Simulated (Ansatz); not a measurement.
# C2H6In (SMILES C[In]C): UPBE0/def2-SVPD (core potential)

What is the vertical doublet–quartet gap of C2H6In at UPBE0/def2-SVPD (core potential)? 

Program for the calculation: Ansatz 0.2.0.

33 further runs of the same task are left out: 33 set aside as unsound or not needed.

### Step 1. The system as given

C2H6In: 9 atoms, total charge 0, spin state doublet. SMILES: `C[In]C`. The shape is that of a PBE0-D4/def2-TZVP optimisation.

Bond lengths: C1–In2 2.198 Å, In2–C3 2.198 Å, C1–H4 1.093 Å, C1–H5 1.089 Å, C1–H6 1.093 Å, C3–H7 1.093 Å, C3–H8 1.089 Å, C3–H9 1.093 Å. Some angles: C1–In2–C3 117.7°, In2–C1–H4 108.5°, In2–C1–H5 112.1°, In2–C1–H6 108.5°, In2–C3–H7 108.5°, In2–C3–H8 112.1°, In2–C3–H9 108.5°, H4–C1–H5 109.5°, H4–C1–H6 108.7°, H5–C1–H6 109.5°.

### Step 2. A single-point energy at UPBE0/def2-SVPD (core potential)

The input, in.yaml:

```yaml
crystal:
  periodic: [false, false, false]
  atoms:
    - {symbol: C, position_ang: [0.456290, 1.815870, 0.183390]}
    - {symbol: In, position_ang: [0.277560, 0.050300, -1.113490]}
    - {symbol: C, position_ang: [-0.450470, -1.814830, -0.206650]}
    - {symbol: H, position_ang: [-0.527030, 2.036110, 0.607180]}
    - {symbol: H, position_ang: [0.821920, 2.686500, -0.358540]}
    - {symbol: H, position_ang: [1.143860, 1.578810, 0.999510]}
    - {symbol: H, position_ang: [-1.445190, -1.633350, 0.208840]}
    - {symbol: H, position_ang: [-0.500920, -2.628420, -0.928380]}
    - {symbol: H, position_ang: [0.223960, -2.091000, 0.608130]}
basis:
  gaussian: {orbitals: def2-SVPD}
magnetization: {spin_polarized: true, initial_magnetization: 1}
hamiltonian: {xc: pbe0}
accuracy: high
output: {orbitals: {seedname: orbitals}}
```

Launch:

```
ansatz run in.yaml --threads 1 --pin off --max-ram 3480MiB --events-out events.jsonl --progress --plain --runs-dir runs
```

The program printed:

```text
Warning: RAYON_NUM_THREADS=1 ignored (pool sized by the plan → 1); use --threads N
Functional definition: PBE0
  name "PBE0"
  parameter a = 0.25
  parameter kappa = 0.804
  parameter beta = 0.06672455060314922
  exchange = (1 - a)*pbe_x(kappa = kappa, mu = beta*pi^2/3) + a*exact_x
  correlation = pbe_c(beta = beta)
2623 factors; integrals over basis functions are off by at most 2.6e-9 eV
mean field evaluation 1: about -7329.5776 eV, gradient 4.5e1 eV
mean field evaluation 2: about -7320.8296 eV, gradient 5.6e1 eV
mean field evaluation 4: about -7340.2645 eV, gradient 1.1e0 eV
mean field evaluation 8: about -7340.3335 eV, gradient 1.4e-2 eV
mean field evaluation 16: about -7340.3335 eV, gradient 7.5e-6 eV
mean field -7340.33346615 eV, -269.7522794244 hartree, gradient 9.2e-8 eV, S^2 0.753061; 0 other end points of the search recorded, 0 dependent functions left out
reference -7340.33347013 eV, -269.7522795705 hartree; 20, 19 occupied and 100, 101 virtual orbitals, 2623 factors
Total energy: -7340.33347013 eV, -269.7522795705 hartree
```

It took 21 s on 1 thread of Arm Neoverse V1, shared host; peak memory 0.61 GiB.

### Step 3. The quartet

The input, job.yaml:

```yaml
crystal:
  periodic: [false, false, false]
  atoms:
    - {symbol: C, position_ang: [0.456290, 1.815870, 0.183390]}
    - {symbol: In, position_ang: [0.277560, 0.050300, -1.113490]}
    - {symbol: C, position_ang: [-0.450470, -1.814830, -0.206650]}
    - {symbol: H, position_ang: [-0.527030, 2.036110, 0.607180]}
    - {symbol: H, position_ang: [0.821920, 2.686500, -0.358540]}
    - {symbol: H, position_ang: [1.143860, 1.578810, 0.999510]}
    - {symbol: H, position_ang: [-1.445190, -1.633350, 0.208840]}
    - {symbol: H, position_ang: [-0.500920, -2.628420, -0.928380]}
    - {symbol: H, position_ang: [0.223960, -2.091000, 0.608130]}
basis:
  gaussian:
    orbitals: def2-SVPD
magnetization:
  spin_polarized: true
  initial_magnetization: 3
hamiltonian:
  xc: pbe0
accuracy: high
output:
  orbitals: {seedname: orbitals}
```

Launch:

```
ansatz run job.yaml --threads 1 --pin off --max-ram 3480MiB --events-out events.jsonl --progress --plain --runs-dir runs
```

The program printed (excerpt; [...] marks lines left out):

```text
Warning: RAYON_NUM_THREADS=1 ignored (pool sized by the plan → 1); use --threads N
[... 7 set-up lines as earlier in the session ...]
2623 factors; integrals over basis functions are off by at most 2.6e-9 eV
mean field evaluation 1: about -7330.7311 eV, gradient 3.3e1 eV
mean field evaluation 2: about -7328.7738 eV, gradient 3.7e1 eV
mean field evaluation 4: about -7336.4047 eV, gradient 5.8e-1 eV
mean field evaluation 8: about -7336.4801 eV, gradient 3.4e-2 eV
mean field evaluation 16: about -7336.4802 eV, gradient 2.7e-4 eV
mean field -7336.48015337 eV, -269.6106727915 hartree, gradient 3.1e-8 eV, S^2 3.761771; 0 other end points of the search recorded, 0 dependent functions left out
reference -7336.48015719 eV, -269.6106729319 hartree; 21, 18 occupied and 99, 102 virtual orbitals, 2623 factors
Total energy: -7336.48015719 eV, -269.6106729319 hartree
```

Wall time 24 s (1 thread of Arm Neoverse V1, shared host); peak memory 0.6 GiB.

### Step 4. Results

Level: UPBE0/def2-SVPD (core potential).

```
                                        quantity          value
                           doublet: total energy  -269.75228 Eh
     doublet: HOMO energy (highest over α and β)       -4.90 eV
      doublet: LUMO energy (lowest over α and β)       -2.21 eV
                                   doublet: ⟨S²⟩          0.753
                           quartet: total energy  -269.61067 Eh
     quartet: HOMO energy (highest over α and β)       -3.08 eV
                                   quartet: ⟨S²⟩          3.762
vertical energy of the quartet above the doublet       3.853 eV
```

What this shows: At this shape the quartet lies 3.85 eV (89 kcal/mol) above the doublet.
